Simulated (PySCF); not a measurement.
# Cl2OSm2 (Sm2(O)1(Cl)2): the cost of one run

Method: PBE0, Sm lcecp-0-SVP with ECP52, O def2-SVP, Cl def2-SVP; scalar-relativistic core potentials, no spin–orbit coupling; program: PySCF 2.14.0.

5 further runs of the same task are left out: 2 for a known fault of the program, 3 that didn't finish.

### 1 The starting structure

5 atoms, charge 0, spin multiplicity 1.

Bond lengths: Sm1–O3 2.285 Å, Sm1–Cl4 2.806 Å, Sm2–O3 2.285 Å, Sm2–Cl5 2.806 Å. Angles: O3–Sm1–Cl4 180.0°, O3–Sm2–Cl5 180.0°, Sm1–O3–Sm2 180.0°.

Coordinates:

```xyz
5

Sm    0.00000    0.00000    2.28540
Sm    0.00000    0.00000   -2.28540
O     0.00000    0.00000    0.00000
Cl    0.00000    0.00000    5.09170
Cl    0.00000    0.00000   -5.09170
```

Formal oxidation states: Sm +2. Each metal's 6 4f electrons lie in its core potential, so multiplicities, spins and levels count the valence alone.

### 2 SCF at the start, singlet

Input file run.py (the lines that set the calculation):

```python
mol = gto.M(atom='''
Sm     0.00000     0.00000     2.28540
Sm     0.00000     0.00000    -2.28540
O      0.00000     0.00000     0.00000
Cl     0.00000     0.00000     5.09170
Cl     0.00000     0.00000    -5.09170''',
    basis={'Sm': 'lcecp-0-SVP', 'O': 'def2-SVP', 'Cl': 'def2-SVP'},
    ecp={'Sm': 'lcecp-0-SVP'},
    charge=0, spin=0)
mf = dft.RKS(mol, xc='PBE0')
mf.grids.atom_grid = (50, 194)  # f atoms: unpruned, at least (60, 302)
mf = mf.density_fit()  # fitting sets: Sm AutoAux, O def2-universal-JKFIT, Cl def2-universal-JKFIT
mf.conv_tol = 1e-08; mf.max_cycle = 55
mf.kernel(dm0)  # dm0: free metal ions and neutral atoms
```

On the command line:

```sh
$ OMP_NUM_THREADS=2 python run.py
```

Q: Estimate wall time and peak memory on 2 threads of Intel Xeon at 2.50GHz (Skylake/Cascade Lake), shared host.

About 19 s, with a peak of 0.57 GiB.
